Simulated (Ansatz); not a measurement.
**C10H20: a ladder of functionals and wavefunction methods**

How much do the methods differ for C10H20? The plan is to run it at one geometry with functionals of several rungs and with coupled cluster, and see how far each lands from CCSD(T) at the basis-set limit for the atomisation energy.

Program: Ansatz 0.2.0, Gaussian basis. Level of theory: functionals in def2-TZVPP, the program's frozen cores in correlated methods. These are calculated values, not measurements.

The runs, in order: PBE-D4, r2SCAN-D4, PBE0-D4, B3LYP-D4, ωB97X-V, ωB97M-V, B2PLYP; CCSD(T)/def2-TZVPP; MP2/def2-QZVPP; extrapolation to the limit.

## 1. The geometry

All runs share one geometry, relaxed beforehand with PBE0-D4 in a triple-zeta def2 set.

SMILES `C=CCCCCCCCC`, 30 atoms, charge 0, spin multiplicity 1.

Atoms are counted from 1 here; the program's logs count them from 0.

Bond lengths: C1–C2 1.326 Å, C1–H11 1.084 Å, C1–H12 1.084 Å, C2–C3 1.494 Å, C2–H13 1.089 Å, C3–C4 1.518 Å, C3–H14 1.099 Å, C3–H15 1.098 Å, C4–C5 1.526 Å, C4–H16 1.093 Å, C4–H17 1.095 Å, C5–C6 1.530 Å, C5–H18 1.096 Å, C5–H19 1.096 Å, C6–C7 1.527 Å, C6–H20 1.095 Å, C6–H21 1.095 Å, C7–C8 1.526 Å and more. Angles: C2–C1–H11 121.0°, C2–C1–H12 122.2°, H11–C1–H12 116.7°, C1–C2–C3 126.6°, C1–C2–H13 118.3°, C3–C2–H13 115.1°, C2–C3–C4 115.8°, C2–C3–H14 108.4°, C2–C3–H15 107.8°, C4–C3–H14 109.4°, C4–C3–H15 110.2°, H14–C3–H15 104.5°, C3–C4–C5 113.4°, C3–C4–H16 109.4°, C3–C4–H17 108.7°, C5–C4–H16 110.5°, C5–C4–H17 108.7°, H16–C4–H17 106.0° and more.

## 2. PBE-D4 (GGA)

in.yaml

```yaml
crystal:
  periodic: [false, false, false]
  atoms:
    - {symbol: C, position_ang: [2.417030, -0.043470, 2.803365]}
    - {symbol: C, position_ang: [2.054881, 1.096012, 2.229542]}
    - {symbol: C, position_ang: [0.727876, 1.400720, 1.614748]}
    - {symbol: C, position_ang: [-0.302881, 0.289015, 1.682627]}
    - {symbol: C, position_ang: [-1.629421, 0.652486, 1.021132]}
    - {symbol: C, position_ang: [-1.611355, 0.818495, -0.499820]}
    - {symbol: C, position_ang: [-1.831551, -0.458487, -1.306755]}
    - {symbol: C, position_ang: [-0.761307, -1.539845, -1.194497]}
    - {symbol: C, position_ang: [0.648505, -1.104380, -1.576966]}
    - {symbol: C, position_ang: [0.770531, -0.599572, -3.005372]}
    - {symbol: H, position_ang: [3.409829, -0.168894, 3.219339]}
    - {symbol: H, position_ang: [1.744688, -0.890496, 2.881785]}
    - {symbol: H, position_ang: [2.780370, 1.906671, 2.186981]}
    - {symbol: H, position_ang: [0.322261, 2.303130, 2.092836]}
    - {symbol: H, position_ang: [0.900165, 1.695720, 0.571413]}
    - {symbol: H, position_ang: [0.111696, -0.617559, 1.234714]}
    - {symbol: H, position_ang: [-0.490061, 0.048023, 2.734692]}
    - {symbol: H, position_ang: [-1.983397, 1.585808, 1.474244]}
    - {symbol: H, position_ang: [-2.378213, -0.104846, 1.280955]}
    - {symbol: H, position_ang: [-0.682009, 1.304815, -0.815481]}
    - {symbol: H, position_ang: [-2.407926, 1.515832, -0.778203]}
    - {symbol: H, position_ang: [-1.947187, -0.181718, -2.360263]}
    - {symbol: H, position_ang: [-2.793383, -0.893162, -1.010083]}
    - {symbol: H, position_ang: [-1.055610, -2.376412, -1.839675]}
    - {symbol: H, position_ang: [-0.750116, -1.943826, -0.177150]}
    - {symbol: H, position_ang: [1.002451, -0.331443, -0.886874]}
    - {symbol: H, position_ang: [1.323799, -1.954672, -1.436071]}
    - {symbol: H, position_ang: [0.188414, 0.311249, -3.165719]}
    - {symbol: H, position_ang: [0.412912, -1.347594, -3.719391]}
    - {symbol: H, position_ang: [1.809019, -0.371590, -3.256062]}
basis:
  gaussian: {orbitals: def2-TZVPP}
hamiltonian: {xc: pbe, dispersion: d4}
output: {forces: true, orbitals: {seedname: orbitals}}
```

Command:

```console
$ ansatz run in.yaml --threads 4 --pin off --events-out ev --progress --plain --max-ram 66560MiB --backend cuda --devices 0, --max-vram 37GiB
```

After this run come: r2SCAN-D4 (meta-GGA); PBE0-D4 (hybrid); B3LYP-D4 (hybrid); ωB97X-V (range-separated); ωB97M-V (range-separated); B2PLYP (double hybrid); CCSD(T) in def2-TZVPP; MP2 in def2-QZVPP.

**Question.** What will the summary of the whole plan be? Wanted: atomisation energy, CCSD(T)/CBS; farthest; mean size of error, hybrid; mean size of error, range-separated; gap, smallest and largest; T1 diagnostic; triples share of the correlation energy.

**Answer**, as computed:

```
                                quantity                                  value
         atomisation energy, CCSD(T)/CBS                        2916.7 kcal/mol
functionals within 14.6 kcal/mol (0.5 %)  r2SCAN-D4, B3LYP-D4, ωB97X-V, ωB97M-V
                                farthest                PBE-D4 (+56.4 kcal/mol)
              mean size of error, hybrid                          14.8 kcal/mol
     mean size of error, range-separated                           6.5 kcal/mol
               gap, smallest and largest   5.65 eV (PBE-D4), 12.41 eV (ωB97X-V)
                           T1 diagnostic                                 0.0092
 triples share of the correlation energy                                  4.0 %
```

PBE-D4 misses by +56.4 kcal/mol. Double hybrids carry the basis error of their MP2 part in triple zeta, and no dispersion term here, so their miss is partly the set-up's. Misses under about 14.6 kcal/mol are within the doubt on the reference itself, which lacks core-valence correlation, relativity and higher excitations. Hartree-Fock recovers 76 % of the binding; the rest is correlation. Orbital gaps span 5.7 to 12.4 eV; exact exchange widens them.
